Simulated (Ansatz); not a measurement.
What does this script print? It uses the Ansatz DFT code, driven from Python.

Input file `rbteo3.cif`:
```cif
data_RbTeO3
_cell_length_a 4.172344
_cell_length_b 4.172344
_cell_length_c 4.172344
_cell_angle_alpha 90.00000
_cell_angle_beta 90.00000
_cell_angle_gamma 90.00000
_symmetry_space_group_name_H-M 'P 1'
_symmetry_Int_Tables_number 1
loop_
_symmetry_equiv_pos_as_xyz
'x, y, z'
loop_
_atom_site_label
_atom_site_type_symbol
_atom_site_fract_x
_atom_site_fract_y
_atom_site_fract_z
Rb1 Rb    0.000000    0.000000    0.000000
Te2 Te    0.500000    0.500000    0.500000
O3 O    0.500000    0.500000    0.000000
O4 O    0.500000    0.000000    0.500000
O5 O    0.000000    0.500000    0.500000
```

The script, `rbteo3.py`:
```python
"""Relax cell and ions of RbTeO3."""

import ansatz as az
from ase import Atoms
from ase.io import read
from ase.io import write
from ase.neighborlist import neighbor_list
import numpy as np

def edges_and_angles(cell):
    cell = np.asarray(cell)
    a, b, c = np.linalg.norm(cell, axis=1)
    cosines = cell[1] @ cell[2] / (b * c), cell[0] @ cell[2] / (a * c), cell[0] @ cell[1] / (a * b)
    return (a, b, c, *np.degrees(np.arccos(cosines)))

atoms = read("rbteo3.cif")
xtal = az.Crystal.from_ase(atoms)

# only the volume may change
setup = xtal.calculation()
setup = setup.functional(az.Functional.PBESOL, dispersion="d3bjatm").pseudopotentials("paw")
setup = setup.basis(17 * az.Ha).kpoints(5, 5, 5)
setup = setup.occupations("methfessel_paxton", width=50 * az.meV)
setup = setup.relax(force_tolerance=0.01, fix_cell=["shape"])
setup = setup.band_table()
steps = []


def follow(event):
    if event["event"] != "relax_step":
        return
    row = event["data"]
    steps.append(row)
    print(f"step {row['step']:3d}  E = {row['lagrangian_ev']:.5f} eV  largest force component = {row['allowed_force_max_ev_ang']:.4f} eV/A  P = {row['pressure_gpa']:.3f} GPa")


outcome = setup.session().plan(threads=1).execute(on_event=follow)
data = outcome.report

first, last = steps[0], steps[-1]
symbols = [site.symbol for site in outcome.lattice.sites]
print(f"energy gained {first['lagrangian_ev'] - last['lagrangian_ev']:.4f} eV in {len(steps) - 1} steps")
for label, vectors in (("before", first["cell_ang"]), ("after", outcome.lattice.cell_ang)):
    print(label, "a b c (A) {:.4f} {:.4f} {:.4f}  angles {:.2f} {:.2f} {:.2f}".format(*edges_and_angles(vectors)), f" V = {abs(np.linalg.det(vectors)):.3f} A^3")
print("final stress xx yy zz (GPa, compression positive):", np.round(np.diag(data["stress_gpa"]), 3) + 0.0)

print("atom   start x y z (A)              end x y z (A)")
for symbol, a, b in zip(symbols, first["positions_ang"], last["positions_ang"]):
    print(f"{symbol:3s}", " ".join(f"{v:8.4f}" for v in a), "  ", " ".join(f"{v:8.4f}" for v in b))

final = Atoms(symbols, positions=last["positions_ang"], cell=outcome.lattice.cell_ang, pbc=True)
i, j, d = neighbor_list("ijd", final, 4.5)
print("neighbours within 1.2 times the shortest distance of each atom (A)")
for atom in range(len(final)):
    near = [m for m in np.argsort(d) if i[m] == atom]
    shell = [m for m in near if d[m] < 1.2 * d[near[0]]]
    print(f"{symbols[atom]}{atom} ({len(shell)}):", ", ".join(f"{symbols[j[m]]} {d[m]:.3f}" for m in shell))

relaxed = Atoms(symbols, positions=[site.position_ang for site in outcome.lattice.sites], cell=outcome.lattice.cell_ang, pbc=True)
write("relaxed.vasp", relaxed, format="vasp")

print("relaxed fractional positions")
for site in outcome.lattice.sites:
    print(f"  {site.symbol:2s}", " ".join(f"{v % 1:8.5f}" for v in np.round(site.position_frac, 5)))

for key in ("converged", "n_iterations", "n_electrons", "n_kpoints", "n_pw", "n_symmetry_ops", "free_energy_ev", "fermi_energy_ev"):
    print(f"{key:18s} {data[key]}")

edges = data.get("band_edges_ev")
if edges:
    print(f"band edges on the mesh: {edges[0]:.3f} and {edges[1]:.3f} eV, gap {edges[1] - edges[0]:.3f} eV")
else:
    print("no band edges reported (a metal, or a gap too narrow for this smearing); Fermi level", round(data["fermi_energy_ev"], 3), "eV")
```

```console
$ python rbteo3.py
step   1  E = -11800.53655 eV  largest force component = 0.0000 eV/A  P = -6.593 GPa
step   2  E = -11800.61812 eV  largest force component = 0.0000 eV/A  P = 1.015 GPa
step   3  E = -11800.61930 eV  largest force component = 0.0000 eV/A  P = -0.110 GPa
step   4  E = -11800.61934 eV  largest force component = 0.0000 eV/A  P = -0.002 GPa
step   5  E = -11800.61781 eV  largest force component = 0.0000 eV/A  P = -0.055 GPa
step   6  E = -11800.61783 eV  largest force component = 0.0000 eV/A  P = 0.000 GPa
step   7  E = -11800.61783 eV  largest force component = 0.0000 eV/A  P = 0.000 GPa
energy gained 0.0813 eV in 6 steps
before a b c (A) 4.1723 4.1723 4.1723  angles 90.00 90.00 90.00  V = 72.634 A^3
after a b c (A) 4.0994 4.0994 4.0994  angles 90.00 90.00 90.00  V = 68.892 A^3
final stress xx yy zz (GPa, compression positive): [0. 0. 0.]
atom   start x y z (A)              end x y z (A)
Rb    0.0000   0.0000   0.0000      0.0000  -0.0000  -0.0000
Te    2.0862   2.0862   2.0862      2.0497   2.0497   2.0497
O     2.0862   2.0862   0.0000      2.0497   2.0497   0.0000
O     2.0862   0.0000   2.0862      2.0497   0.0000   2.0497
O     0.0000   2.0862   2.0862     -0.0000   2.0497   2.0497
neighbours within 1.2 times the shortest distance of each atom (A)
Rb0 (12): O 2.899, O 2.899, O 2.899, O 2.899, O 2.899, O 2.899, O 2.899, O 2.899, O 2.899, O 2.899, O 2.899, O 2.899
Te1 (6): O 2.050, O 2.050, O 2.050, O 2.050, O 2.050, O 2.050
O2 (2): Te 2.050, Te 2.050
O3 (2): Te 2.050, Te 2.050
O4 (2): Te 2.050, Te 2.050
relaxed fractional positions
  Rb  0.00000  0.00000  0.00000
  Te  0.50000  0.50000  0.50000
  O   0.50000  0.50000  0.00000
  O   0.50000  0.00000  0.50000
  O   0.00000  0.50000  0.50000
converged          True
n_iterations       4
n_electrons        43.0
n_kpoints          10
n_pw               1551
n_symmetry_ops     48
free_energy_ev     -11800.617832343281
fermi_energy_ev    9.690470729004595
no band edges reported (a metal, or a gap too narrow for this smearing); Fermi level 9.69 eV
```

`relaxed.vasp`, as written:
```text
Rb Te O
 1.0000000000000000
     4.0994183528943395   -0.0000000000000000   -0.0000000000000000
    -0.0000000000000000    4.0994183528943395    0.0000000000000000
    -0.0000000000000000    0.0000000000000000    4.0994183528943395
 Rb  Te  O
   1   1   3
Cartesian
  0.0000000000000000 -0.0000000000000000 -0.0000000000000000
  2.0497091764471698  2.0497091764471698  2.0497091764471698
  2.0497091764471698  2.0497091764471698  0.0000000000000000
  2.0497091764471698  0.0000000000000000  2.0497091764471698
 -0.0000000000000000  2.0497091764471698  2.0497091764471698
```

Total energies depend on the potentials; only differences at equal settings carry meaning. A total without «per atom» is that of the cell as typed. The cell holds an odd number of electrons and is run without spin, so a magnetic state may lie lower. Forces vanish by symmetry, so the ions can't move, and the end may be a saddle. Dispersion corrections can be off by several per cent in the lattices of metals, and by several GPa in the pressure at a fixed cell. The mesh is modest for a metal, so energies can be off by several to tens of meV an atom and pressures by half a GPa or more; differences at equal mesh fare better. An absolute Fermi energy rests on an arbitrary zero of the periodic potential and has no direct meaning. Energies along a relaxation are free energies. Rows at an unchanged volume are solved on a plane-wave basis chosen afresh for that cell, so the energy jumps there and such rows are no steps of the walk. This cell is a computed structure, which may not be the phase found in nature. Levels are Kohn-Sham eigenvalues on this mesh, without spin-orbit coupling. Timing: 8 s on 1 thread of Intel(R) Xeon(R) 6975P-C (Granite Rapids), with other jobs on the host, peak memory 0.5 GiB.

(Lines on the test bed's own set-up are left out of the output.)
